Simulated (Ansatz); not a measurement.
Working through a rigid scan of one bond angle of ClH5OSi2, SMILES O[SiH]([SiH3])Cl

Computed with Ansatz 0.2.0, Python API.

Typed at the interpreter:
```pycon
>>> import ansatz
>>> from ase import Atoms
>>> BASIS = "6-31G*"
>>> FUNCTIONAL = "r2scan0"
>>> FMAX = 0.02
>>> atoms = Atoms(["O", "Si", "Si", "Cl", "H", "H", "H", "H", "H"], positions=[
...     [0.6064, 1.149, -1.5152],
...     [-0.2139, 0.8466, -0.0955],
...     [0.3089, -1.2225, 0.7351],
...     [-2.1197, 0.9682, -0.5939],
...     [-0.0334, 1.3378, -2.2985],
...     [0.0623, 1.9574, 0.8713],
...     [1.8176, -1.2997, 1.089],
...     [0.0816, -2.2834, -0.2434],
...     [-0.4213, -1.4997, 2.034],
... ])
>>> # relax first, so that the scan starts from a minimum
>>> first = (
...     ansatz.Crystal.molecule_from_ase(atoms).calculation()
...     .basis(gaussian=BASIS)
...     .functional(FUNCTIONAL)
...     .accuracy("medium")
...     .relax(force_tolerance=FMAX, max_steps=80)
... )
>>> atoms.positions = first.run().report["positions_ang"]

>>> rows = []
>>> for angle in [85, 95, 105, 115, 125, 140, 160]:
...     bent = atoms.copy()
...     bent.set_angle(1, 0, 4, angle, indices=[4])
...     base = ansatz.Crystal.molecule_from_ase(bent).calculation()
...     base = base.basis(gaussian=BASIS)
...     base = base.functional(FUNCTIONAL)
...     base = base.accuracy("medium")
...     rows.append((angle, base.run().report["free_energy_ev"]))
...
>>> floor = min(e for _, e in rows)
>>> for angle, e in rows:
...     print(f"angle Si1-O0-H4 = {angle:3d} deg   {1000 * (e - floor):9.1f} meV")
...
angle Si1-O0-H4 =  85 deg       528.4 meV
angle Si1-O0-H4 =  95 deg       230.0 meV
angle Si1-O0-H4 = 105 deg        63.4 meV
angle Si1-O0-H4 = 115 deg         0.0 meV
angle Si1-O0-H4 = 125 deg        15.2 meV
angle Si1-O0-H4 = 140 deg       132.6 meV
angle Si1-O0-H4 = 160 deg       339.6 meV
```

Reading the output:
- These settings explore the input space; basis and method may be short of convergence.
- The scan is rigid, and the energies are electronic, in a modest basis. The zero is the lowest point of the grid, which needn't be the minimum.
- Run time: 2 min on 1 thread of Arm Neoverse V2, on a shared host, peak memory 0.26 GiB.

(Lines on the test bed's own set-up are left out of the output.)
